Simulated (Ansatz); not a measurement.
# YGe2Ru2 at fixed geometry

One self-consistent run on YGe2Ru2 (a structure type of another compound, with these elements put in), nothing relaxed, to see its forces and stress, its levels, and how its atoms share the electrons.

All numbers below are computed with Ansatz 0.2.0 (DFT, r2SCAN, no spin polarisation, plane waves, PAW).

## (1) Geometry

It takes space group I4/mmm (No. 139, tetragonal). The conventional cell has a = 4.106 Å, b = 4.106 Å, c = 10.215 Å, α = 90.00°, β = 90.00°, γ = 90.00°. Around Y (site symmetry 4/mmm) lie 8 Ge at 3.16 Å and 8 Ru at 3.28 Å. Ge (site symmetry 4mm) is surrounded by 4 Ru at 2.43 Å and 1 Ge at 2.49 Å. Ru (site symmetry -4m2) has 4 Ge at 2.43 Å as nearest neighbours.

The coordinates stand in the input below.

It is a restart: the density comes from an earlier run on this cell.

## (2) The run

Contents of input.yaml:

```yaml
crystal:
  lattice:
    - [0.0, 4.106038, 0.0]
    - [4.106038, 0.0, 0.0]
    - [2.053019, 2.053019, -5.107279]
  atoms:
    - { symbol: "Y", position: [0.0, 0.0, 0.0] }
    - { symbol: Ge, position: [0.378, 0.378, 0.244] }
    - { symbol: Ge, position: [0.622, 0.622, 0.756] }
    - { symbol: Ru, position: [0.75, 0.25, 0.5] }
    - { symbol: Ru, position: [0.25, 0.75, 0.5] }
  symmetry: { tolerance: 0.0003 }
kpoints:
  mp_grid: { grid: [8, 8, 8], shift: [0, 0, 0] }
  band_path:
    path:
      - [0.0, 0.0, 0.0]
      - [0.5, 0.5, 0.5]
      - [0.5, 0.5, 0.25]
      - [0.0, 0.5, 0.0]
      - [0.0, 0.0, 0.0]
      - [0.0, 0.0, -0.5]
      - [0.0, 0.41920643, -0.29039678]
      - [0.0, 0.58079357, 0.29039678]
      - [0.0, 0.0, 0.0]
      - [0.5, 0.5, 0.5]
      - [0.41920643, 0.58079357, 0.5]
    npoints: 14
magnetization:
  spin_polarized: false
scf:
  occupations: { method: tetrahedron }
  lower_state_search: "off"
  max_iter: 200
hamiltonian:
  pseudopotentials: { kind: paw }
  xc: r2scan
basis:
  ecutwfc: 500
  fft_grid_basis: typed
output:
  forces: true
  stress: true
  eigenvalues: true
  bader: true
  populations: true
  elf: true
  write_potential: true
  volumetric_format: npy
  dos:
    e_range: [-12, 8]
    de: 0.05
    projected: { site_lists: { Ge: [Ge], Ru: [Ru], "Y": ["Y"] } }
checkpoint:
  read: saved_state
```

Command:

```sh
$ ansatz run input.yaml --threads 1 --pin off --max-ram 2560MiB --backend cpu --events-out ev --progress --plain --runs-dir out
```

The log of the run:

```text
Warning: output.forces, output.stress, relax.cell or npt_langevin: where a Kohn–Sham band that disperses or a degenerate level is filled in part under the method tetrahedron, the forces or the stress that this run publishes need not agree with its energy (scf.occupations.method in the input reference, under Limitations); prefer a smearing scheme for the forces or the stress
Warning: RAYON_NUM_THREADS=1 ignored (pool sized by the plan → 1); use --threads N
Engine: ansatz 0.2.0, aarch64-unknown-linux-gnu
Pseudopotentials: kind: paw
Pseudopotential: Y, paw, valence charge 11, recommended cutoff 500 eV (meta_gga), Y.paw.azcp
Pseudopotential: Ge, paw, valence charge 14, recommended cutoff 500 eV (meta_gga), Ge.paw.azcp
Pseudopotential: Ru, paw, valence charge 16, recommended cutoff 500 eV (meta_gga), Ru.paw.azcp
Functional definition: r2SCAN
  parameter k0 = 0.174
  parameter k1 = 0.065
  parameter a1 = 4.9479
  exchange = r2scan_x(k0 = k0, k1 = k1, a1 = a1)
  correlation = r2scan_c
Crystal: 5 atoms, lattice volume = 86.106 Å³
Basis set: ecut = 500 eV, 2179 PW (Γ), exchange–correlation on 120×120×180 points (64 copies of the dense FFT grid, shifted against one another)
Bands: 43, of which v1, the nominal top of the filled ones, is band 36 counted from 1 (35 counted from 0)
Symmetry: 16 space group operations
Space group: I4/mmm (ITA 139), of the structure as read, at distance tolerance 1.3e-3 Å
k-points: 59 of 512
Non-local potential: Y, projectors of the file, l = 0: 3, l = 1: 2, l = 2: 2, l = 3: 1
Non-local potential: Ge, projectors of the file, l = 0: 2, l = 1: 2, l = 2: 3, l = 3: 1
Non-local potential: Ru, projectors of the file, l = 0: 3, l = 1: 2, l = 2: 2, l = 3: 1
PAW form: soft (Blöchl's): semilocal exchange-correlation on the pseudo side does not see the compensation charge
PAW frozen core: Y, regenerated for the run's functional (the file was generated under x = pbe(κ = 0.804, μ = 0.2195149727645171), c = pbe(β = 0.06672455060314922))
PAW frozen core: Ge, regenerated for the run's functional (the file was generated under x = pbe(κ = 0.804, μ = 0.2195149727645171), c = pbe(β = 0.06672455060314922))
PAW frozen core: Ru, regenerated for the run's functional (the file was generated under x = pbe(κ = 0.804, μ = 0.2195149727645171), c = pbe(β = 0.06672455060314922))
PAW one-centre angular grid: Y, 590 points (default); XC on 160 Gauss nodes
PAW one-centre angular grid: Ge, 590 points (default); XC on 160 Gauss nodes
PAW one-centre angular grid: Ru, 590 points (default); XC on 160 Gauss nodes
Initial density: read from a saved state, or passed on in memory by an earlier SCF of this step, an earlier step, the calling program or the single point that the run made first
Initial wavefunctions: pseudopotential atomic-orbital guess
Functional: x = r2scan, c = r2scan; τ floored in thin density (d = 2e-4 eV/Å³)
iter 1 solved again at ethr=8.12e-6 eV; its pass at ethr=3.10e-3 eV (dr2=5.77e-3 eV) is discarded
SCF iter   1: F=—  HF=-24250.322222 eV  |F-HF|=—  |Δ(HF+E_count)|=         —  Δρ=3.15e-3  dr2=6.26e-3  dr2_τ=5.91e-4  ethr=8.12e-6  ⟨swp⟩=2.5  Hψ=12900  notcnv=0
preconditioner: auto → Kerker (q_TF=auto, 2.642 Å⁻¹)  [metal: no gap  n_scr=32 (ndim 8)  ℏωp=29.1 eV  f_vac=0.000]
SCF iter   2: F=—  HF=-24250.323363 eV  |F-HF|=—  |Δ(HF+E_count)|=   1.14e-3  Δρ=1.45e-3  dr2=8.22e-4  dr2_τ=1.70e-4  ethr=8.12e-6  ⟨swp⟩=2.1  Hψ=3539  notcnv=0
SCF iter   3: F=—  HF=-24250.323681 eV  |F-HF|=—  |Δ(HF+E_count)|=   3.18e-4  Δρ=5.45e-4  dr2=2.99e-4  dr2_τ=3.20e-5  ethr=1.16e-6  ⟨swp⟩=2.1  Hψ=3720  notcnv=0
SCF iter   4: F=—  HF=-24250.323604 eV  |F-HF|=—  |Δ(HF+E_count)|=   7.68e-5  Δρ=1.62e-4  dr2=3.37e-5  dr2_τ=4.72e-7  ethr=4.21e-7  ⟨swp⟩=2.1  Hψ=3662  notcnv=0
SCF iter   5: F=—  HF=-24250.323585 eV  |F-HF|=—  |Δ(HF+E_count)|=   1.93e-5  Δρ=5.70e-5  dr2=3.57e-6  dr2_τ=1.52e-7  ethr=4.74e-8  ⟨swp⟩=2.3  Hψ=4837  notcnv=0
SCF iter   6: F=—  HF=-24250.323574 eV  |F-HF|=—  |Δ(HF+E_count)|=   1.07e-5  Δρ=3.33e-5  dr2=6.75e-7  dr2_τ=4.42e-8  ethr=5.03e-9  ⟨swp⟩=2.2  Hψ=4683  notcnv=0
SCF iter   7: F=-24250.323567 eV  HF=-24250.323567 eV  |F-HF|=1.29e-8  |Δ(HF+E_count)|=   7.03e-6  Δρ=9.81e-6  dr2=8.62e-8  dr2_τ=7.11e-9  ethr=1.41e-10  ⟨swp⟩=6.1  Hψ=16630  notcnv=0
SCF 1 converged in 7 iterations: F = -24250.323567 eV  dr2 = 8.62e-8
NSCF: frozen V_eff on 141 k-points
SCF converged after 7 iterations
Stability not checked: this state was not tested for a lower state beside it, because cold or Methfessel-Paxton smearing, or corrected tetrahedra, fill the levels in a way that the test cannot read (fill_not_monotonic; see scf.lower_state_search)
Free energy (F): -24250.323567 eV
Harris-Foulkes:  -24250.323567 eV  (|F-HF|=1.29e-8)
Internal energy: -24250.323414 eV  (E = F + TS)
E sigma→0 (E₀):  -24250.323567 eV
Entropy (-TS):   -0.000153 eV (-0.031 meV/atom)
Fermi energy:    15.713181 eV
--- Per-component energies (eV) ---
  E_band       = -524.366274
  E_kinetic    = 1564.812592
  E_local      = -8480.337921  (includes V_loc(G=0)·N_el)
  E_nonlocal   = 1580.986916
  E_hartree    = 3406.668403
  E_xc         = -678.809988
  E_vxc        = -898.029918  (∫ρ·V_xc dr)
  E_paw        = -13871.216488  (= ΣΔE_a)
  E_vpaw       = -1163.137503  (= ΣTr[D̂ρ^β])
  E_aug_tail   = 0.000215  (compensation charges beyond the density's cutoff)
  E_vtau       = 58.011434  (kinetic-family band-sum trace: ∫τ·v_τ [+ j·A + Jᵃ·Aᵃ] dr)
  E_ewald      = -7769.479745
  E_core_change = -2.947396  (= ΣΔE_core)
  E_smearing   = -0.000153  (= −TS)
  E_closure    = -0.000000  (closes the sum)
  Σ components = -24250.323567   (vs F -24250.323567, Δ=0.00e0)
--- Forces (eV/Å), atoms counted from 1 ---
  atom   1  Y     -0.00000000     0.00000000     0.00000000
  atom   2  Ge     0.00000000    -0.00000000    -0.80501016
  atom   3  Ge     0.00000000    -0.00000000     0.80501016
  atom   4  Ru     0.00000000     0.00000000     0.00000000
  atom   5  Ru     0.00000000     0.00000000     0.00000000
  max |Σ_I F_I| component: 1.73e-18 eV/Å
--- Stress (GPa, compression-positive) ---
        4.212507       0.000000       0.000000
        0.000000       4.212507       0.000000
        0.000000       0.000000      -1.880948
  P = ⅓ Tr σ = 2.1814 GPa (21.814 kbar)
--- Band table (eV; the first three rows and the last of 59) ---
  k-point 0: bands = ["-58.4851", "-58.4342", "-28.5696", "-27.8922", "-27.8922", "-27.7341", "-27.6683", "-27.6283", "-27.6283", "-9.1275", "-9.0546", "-9.0546", "-8.9677", "-8.9658", "-8.9598", "-8.9546", "-8.9546", "-8.9402", "-8.9100", "-7.9247", "-7.9247", "-7.7850", "4.0180", "7.3765", "9.6872", "11.5290", "11.5290", "12.1258", "12.8553", "14.1340", "14.1340", "14.8109", "14.8265", "15.5417", "15.5417", "15.5940", "16.0377", "17.5365", "18.7477", "18.8464", "18.8464", "19.8999", "20.0160"]
  k-point 1: bands = ["-58.4851", "-58.4342", "-28.5706", "-27.8922", "-27.8922", "-27.7329", "-27.6683", "-27.6283", "-27.6283", "-9.1274", "-9.0542", "-9.0542", "-8.9713", "-8.9622", "-8.9591", "-8.9551", "-8.9551", "-8.9409", "-8.9098", "-7.9244", "-7.9244", "-7.7878", "4.1030", "7.1644", "9.8223", "11.5362", "11.5362", "12.1312", "12.7524", "14.0314", "14.0314", "14.3912", "14.9818", "15.6109", "15.6109", "16.0340", "16.1493", "17.5365", "18.7090", "19.0693", "19.0693", "19.9207", "20.2146"]
  k-point 2: bands = ["-58.4851", "-58.4342", "-28.5732", "-27.8922", "-27.8922", "-27.7300", "-27.6682", "-27.6283", "-27.6283", "-9.1270", "-9.0533", "-9.0533", "-8.9751", "-8.9586", "-8.9571", "-8.9563", "-8.9563", "-8.9429", "-8.9092", "-7.9235", "-7.9235", "-7.7944", "4.3431", "6.6923", "10.0221", "11.5577", "11.5577", "12.1442", "12.6065", "13.7939", "13.7939", "13.8942", "15.3969", "15.8076", "15.8076", "16.0372", "16.9941", "17.5365", "18.6178", "19.5413", "19.5413", "19.7320", "20.9559"]
  k-point 58: bands = ["-58.4593", "-58.4593", "-28.5643", "-27.9305", "-27.9272", "-27.6989", "-27.6989", "-27.6012", "-27.6012", "-9.1256", "-9.0691", "-9.0691", "-8.9679", "-8.9654", "-8.9654", "-8.9568", "-8.9556", "-8.9554", "-8.9016", "-7.9972", "-7.9972", "-7.7629", "5.3189", "7.7715", "10.5225", "10.5225", "12.5934", "12.8745", "12.8745", "12.9867", "13.4198", "13.4198", "13.9280", "14.8847", "14.8847", "15.3779", "15.4187", "17.9038", "17.9038", "19.1080", "20.1087", "20.2129", "20.5536"]
--- Löwdin populations: 5 sites ---
  site symbol       q [e]
     0      Y     10.3723
     1     Ge     14.2295
     2     Ge     14.2295
     3     Ru     15.9582
     4     Ru     15.9582
  spilling = 0.003554 (of n_electrons = 71.000000)
--- Bader charges: 5 sites ---
  site symbol  charge [e]  shift [e]
     0      Y      1.7685     0.0000
     1     Ge     -0.2997     0.0008
     2     Ge     -0.2997     0.0008
     3     Ru     -0.5846     0.0008
     4     Ru     -0.5846     0.0008
  estimated error of the sums over rays = 7.4e-4 e
```

Run time: 88 s. Hardware: 1 thread of Arm Neoverse V1, shared host; peak memory 0.75 GiB.

## (3) Forces on the atoms, stress on the cell

Sizes of the largest forces and where they point against the nearest neighbour:

```tsv
atom	force (eV/Å)	nearest	distance (Å)	direction
Ge2	0.805	Ru4	2.43	(others are as near)
Ge3	0.805	Ru4	2.43	(others are as near)
```

Principal stresses (compression positive): -1.88, 4.21, 4.21 GPa; their mean, the pressure, is 2.18 GPa.

## (4) Bands along the path

bands.tsv at the labelled points (eV, zero at the Fermi level):

```tsv
point	band 35	band 36	band 37	band 38	band 39	band 40
Γ	-0.17	-0.12	0.32	1.82	3.04	3.13
X	-0.78	-0.35	-0.28	1.98	2.35	3.84
P	-0.83	-0.34	-0.29	2.19	2.19	3.40
N	-1.12	-0.51	0.75	2.73	2.92	3.48
Γ	-0.17	-0.12	0.32	1.82	3.04	3.13
M	0.45	0.54	1.82	2.32	2.78	3.92
S	-1.20	0.96	1.15	1.46	3.26	3.28
S0	-1.20	0.96	1.15	1.46	3.26	3.28
Γ	-0.17	-0.12	0.32	1.82	3.04	3.13
X	-0.78	-0.35	-0.28	1.98	2.35	3.84
R	-0.37	-0.36	0.21	1.98	2.28	3.93
```

The same bands between the corners:

```
distance (1/Å)  band 37  band 38
          0.00     0.32     1.82
          0.46    -0.05     1.07
          0.93    -0.25     1.86
          1.17    -0.28     2.00
          1.30    -0.29     2.11
          1.50    -0.19     2.18
          1.83     0.66     2.22
          2.15     0.75     2.73
          2.51     0.76     1.18
          2.86     0.27     1.83
          3.16     0.55     1.82
          3.42     1.82     1.93
          3.69     1.82     2.34
          3.96     1.89     2.69
          4.24     1.15     1.46
          4.52     0.76     2.62
          4.80     0.90     1.77
          5.15     0.47     0.95
          5.53     0.09     1.84
          5.94     0.22     1.85
          6.41    -0.07     1.23
          6.87    -0.28     1.98
          6.94    -0.15     1.98
          7.02     0.11     1.98
```

## (5) Density of states

States per cell by energy window, from dos.tsv and pdos.tsv (tetrahedra; eV from the Fermi level):

```tsv
from	to	total	Ge s	Ge p	Ru d	Y d
-8.0	-7.0	0.04	0.03	0.00	0.01	0.00
-7.0	-6.0	0.00	0.00	0.00	0.00	0.00
-6.0	-5.0	1.71	0.02	0.79	0.53	0.09
-5.0	-4.0	2.60	0.02	1.03	1.16	0.14
-4.0	-3.0	4.50	0.04	1.55	2.38	0.33
-3.0	-2.0	5.27	0.06	0.92	3.67	0.37
-2.0	-1.0	4.11	0.04	0.59	3.03	0.29
-1.0	0.0	4.72	0.06	0.37	3.66	0.46
0.0	1.0	2.24	0.05	0.29	1.19	0.55
1.0	2.0	2.04	0.03	0.30	0.94	0.64
2.0	3.0	2.82	0.06	0.38	1.12	1.11
```

## (6) How the electrons are shared

By element, from the tables in the log (a charge is positive for electrons lost):

```tsv
element	atoms	Bader charge (e)	Bader volume (Å³)	Löwdin charge (e)
Y	1	+1.77	15.3	+0.63
Ge	2	-0.30	16.9	-0.23
Ru	2	-0.58	18.5	+0.04
```

Löwdin charges rest on a small set of atomic orbitals that misses 0.4 % of the electrons, so they need not add up to the cell's charge and can differ from Bader's even in sign.

## (7) Maps of the fields

Maps in the plane spanned by a and b at height 0.000 along c (axes of the input's cell), one cell: a runs left to right (12 points from zero), b bottom to top (12 points), 90° apart. Near the nuclei they are pseudo-fields.

Valence density. Values in e/Å³, 12 rows by 12 columns:
```
3.69 3.33 1.53 0.34 0.10 0.07 0.07 0.07 0.10 0.34 1.53 3.33
2.08 1.53 0.60 0.17 0.10 0.10 0.10 0.10 0.10 0.17 0.60 1.53
0.45 0.34 0.17 0.12 0.13 0.15 0.16 0.15 0.13 0.12 0.17 0.34
0.11 0.10 0.10 0.13 0.18 0.24 0.26 0.24 0.18 0.13 0.10 0.10
0.07 0.07 0.10 0.15 0.24 0.34 0.38 0.34 0.24 0.15 0.10 0.07
0.07 0.07 0.10 0.16 0.26 0.38 0.44 0.38 0.26 0.16 0.10 0.07
0.07 0.07 0.10 0.15 0.24 0.34 0.38 0.34 0.24 0.15 0.10 0.07
0.11 0.10 0.10 0.13 0.18 0.24 0.26 0.24 0.18 0.13 0.10 0.10
0.45 0.34 0.17 0.12 0.13 0.15 0.16 0.15 0.13 0.12 0.17 0.34
2.08 1.53 0.60 0.17 0.10 0.10 0.10 0.10 0.10 0.17 0.60 1.53
3.69 3.33 1.53 0.34 0.10 0.07 0.07 0.07 0.10 0.34 1.53 3.33
3.00 3.69 2.08 0.45 0.11 0.07 0.07 0.07 0.11 0.45 2.08 3.69
```

ELF. Values, 12 rows by 12 columns:
```
0.72 0.83 0.83 0.33 0.05 0.09 0.14 0.09 0.05 0.33 0.83 0.83
0.86 0.83 0.56 0.08 0.07 0.18 0.23 0.18 0.07 0.08 0.56 0.83
0.48 0.33 0.08 0.06 0.20 0.36 0.40 0.36 0.20 0.06 0.08 0.33
0.05 0.05 0.07 0.20 0.41 0.53 0.56 0.53 0.41 0.20 0.07 0.05
0.08 0.09 0.18 0.36 0.53 0.62 0.64 0.62 0.53 0.36 0.18 0.09
0.12 0.14 0.23 0.40 0.56 0.64 0.65 0.64 0.56 0.40 0.23 0.14
0.08 0.09 0.18 0.36 0.53 0.62 0.64 0.62 0.53 0.36 0.18 0.09
0.05 0.05 0.07 0.20 0.41 0.53 0.56 0.53 0.41 0.20 0.07 0.05
0.48 0.33 0.08 0.06 0.20 0.36 0.40 0.36 0.20 0.06 0.08 0.33
0.86 0.83 0.56 0.08 0.07 0.18 0.23 0.18 0.07 0.08 0.56 0.83
0.72 0.83 0.83 0.33 0.05 0.09 0.14 0.09 0.05 0.33 0.83 0.83
0.31 0.72 0.86 0.48 0.05 0.08 0.12 0.08 0.05 0.48 0.86 0.72
```

Atoms within 0.2 Å of the plane, in fractions of a and b: Y at (0.00, 0.00).

Scans along the contacts give these minima of the density:

```tsv
contact	length (Å)	minimum at (fraction)	density (e/Å³)	ELF
Ge2–Ru4	2.434	0.47	0.518	0.40
Ge2–Ge3	2.492	0.50	0.438	0.65
Y1–Ge2	3.159	0.47	0.138	0.13
Y1–Ru4	3.277	0.45	0.142	0.13
```

## (8) Summary of results

```
                                                 quantity                          value
                                            largest force               0.805 eV/Å on Ge
                                                 pressure                        2.2 GPa
                                                character                          metal
density of states, mean within 0.25 eV of the Fermi level            3.5 per eV per cell
                                            Bader charges  Y +1.77, Ge -0.30, Ru -0.58 e
```

What this shows: Bands cross the Fermi level: a metal; within 0.25 eV of the Fermi level the density of states averages 3.5 per eV per cell, mostly Ru d (62 %) and Y d (20 %). The pressure of 2.2 GPa says the cell is too small, and unequal principal stresses would change its shape. The atoms are not at rest: the largest force, 0.81 eV/Å, acts on Ge. By Bader's partition Y gives up most (+1.77 e) and Ru takes most (-0.58 e).

Caveats: empty levels are not fully converged; forces and stress under tetrahedra may miss the slope of the energy.
